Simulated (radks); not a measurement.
**Pm²⁺ inside a hard spherical wall**

What does compression do to the levels of Pm²⁺? A hard sphere of shrinking radius stands in for pressure; the configuration is held at [Xe] 4f5.

Program: radks (a radial shooting solver on a logarithmic mesh, Libxc functionals) version 1. Level of theory: scalar-relativistic Kohn-Sham, PBEsol, spin-polarised, spherical densities, finite nucleus; open shells are filled with parallel spins first. These are calculated values, not measurements, unless marked.

**1. What is computed**

| Property | Result |
| --- | --- |
| element | promethium (Z = 61) |
| charge | +2 |
| electrons | 59 |
| configuration | [Xe] 4f5 |
| nuclear rms radius | 4.962 fm |

Outer shells as boxes (Hund's rule):

Pm²⁺
```
[Xe] core
4f [↑ ][↑ ][↑ ][↑ ][↑ ][  ][  ]
```

**2. The free atom**

Input:

```text
Z 61
configuration [Xe] 4f5 6s0 5d0 6p0
relativity scalar-relativistic
functional pbe_sol,pbe_sol
spin polarised
nucleus finite rms 4.962 fm
c 137.035999084
```

**3. Wall at 20 bohr**

Input: that of step 2 with these lines changed.

```diff
@@ -6,2 +6,3 @@
 nucleus finite rms 4.962 fm
+wall 20 bohr
 c 137.035999084
```

**4. Wall at 10 bohr**

Input: that of step 3 with these lines changed.

```diff
@@ -6,3 +6,3 @@
 nucleus finite rms 4.962 fm
-wall 20 bohr
+wall 10 bohr
 c 137.035999084
```

**5. Wall at 8 bohr**

Input: that of step 4 with these lines changed.

```diff
@@ -6,3 +6,3 @@
 nucleus finite rms 4.962 fm
-wall 10 bohr
+wall 8 bohr
 c 137.035999084
```

**6. Wall at 4 bohr**

Input: that of step 5 with these lines changed.

```diff
@@ -6,3 +6,3 @@
 nucleus finite rms 4.962 fm
-wall 8 bohr
+wall 4 bohr
 c 137.035999084
```

**7. Wall at 3 bohr**

Input: that of step 6 with these lines changed.

```diff
@@ -6,3 +6,3 @@
 nucleus finite rms 4.962 fm
-wall 4 bohr
+wall 3 bohr
 c 137.035999084
```

**8. Wall at 1.5 bohr**

Input: that of step 7 with these lines changed.

```diff
@@ -6,3 +6,3 @@
 nucleus finite rms 4.962 fm
-wall 3 bohr
+wall 1.5 bohr
 c 137.035999084
```

Before running it: what results should come out? Wanted: for each run, R; E − E(free); ε(4f); ε(5d, empty); ε(6s, empty); ε(6p, empty); pressure.

The runs gave:

| R (bohr) | E − E(free) (eV) | ε(4f) (eV) | ε(5d, empty) (eV) | ε(6s, empty) (eV) | ε(6p, empty) (eV) | pressure (GPa) |
| --- | --- | --- | --- | --- | --- | --- |
| free | 0.000 | -16.318 | -13.847 | -13.585 | -9.694 | 0 |
| 20 | -0.000 | -16.318 | -13.847 | -13.585 | -9.694 | < 0.0001 |
| 10 | 0.000 | -16.318 | -13.847 | -13.582 | -9.663 | < 0.0001 |
| 8 | 0.000 | -16.317 | -13.839 | -13.527 | -9.420 | 0.000834 |
| 4 | 1.803 | -14.885 | -10.833 | -3.502 | 6.470 | 23.4 |
| 3 | 20.879 | -8.229 | -0.009 | 25.877 | 43.058 | 494 |
| 1.5 | 1154.8 | 93.221 | 211.04 | 496.93 | 544.92 | 139490 |

Eigenvalues are for spin up. At the tightest wall, 1.5 bohr, the energy stands 1154.8 eV above the free atom and the pressure, −dE/dV, is 139490 GPa. Of the levels in the table that exist at both ends, 6p (empty) rises most from the free atom (554.62 eV). From R = 1.5 bohr inwards the highest occupied level lies above zero, pushed up by confinement. Shells are not refilled when levels cross, and a hard wall is a model, not a crystal.
